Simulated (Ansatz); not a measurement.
# Ca4F: the cost of one run

Method: DFT PBE, scalar-relativistic, plane waves, PAW, in Ansatz 0.2.0.

1 further run of the same task is left out (it didn't finish).

## (1) The structure to begin with

It takes space group F-43m (No. 216, cubic). The conventional cell has a = 7.723 Å, b = 7.723 Å, c = 7.723 Å, α = 90.00°, β = 90.00°, γ = 90.00°. Ca (site symmetry 3m) has 1 F at 1.65 Å as nearest neighbours. Around F (site symmetry -43m) lie 4 Ca at 1.65 Å.

As a file:

```
Ca F
1.0
     0.00000    3.86170    3.86170
     3.86170    0.00000    3.86170
     3.86170    3.86170    0.00000
Ca F
4 1
Direct
  0.37631 0.37631 0.37631
  0.37631 0.37631 0.87108
  0.37631 0.87108 0.37631
  0.87108 0.37631 0.37631
  0.50000 0.50000 0.50000
```

Recipe of the guess: random cell by space group and Wyckoff sites (F-43m, No. 216). Its size is a rough estimate.

## (2) The guess as it stands, on a coarse mesh

Input file input.yaml:

```yaml
crystal:
  lattice:
    - [0.0, 3.86170202, 3.86170202]
    - [3.86170202, 0.0, 3.86170202]
    - [3.86170202, 3.86170202, 0.0]
  atoms:
    - { symbol: Ca, position: [0.3763068, 0.3763068, 0.3763068] }
    - { symbol: Ca, position: [0.3763068, 0.3763068, 0.87107959] }
    - { symbol: Ca, position: [0.3763068, 0.87107959, 0.3763068] }
    - { symbol: Ca, position: [0.87107959, 0.3763068, 0.3763068] }
    - { symbol: F, position: [0.5, 0.5, 0.5] }
basis:
  ecutwfc: 420
kpoints:
  mp_grid: { grid: [4, 4, 4] }
hamiltonian:
  xc: pbe
scf:
  occupations: { method: gaussian, width: 0.1 }
  lower_state_search: "off"
output:
  forces: true
  stress: true
  eigenvalues: true
```

Started as:

```bash
ansatz run input.yaml --threads 1 --pin off --max-ram 2048MiB --backend cpu --events-out ev --progress --plain --runs-dir out
```

What time and memory should one allow on 1 thread of Intel Xeon Platinum 8488C (Sapphire Rapids), shared host?

About 3.3 s, with a peak of 0.4 GiB.
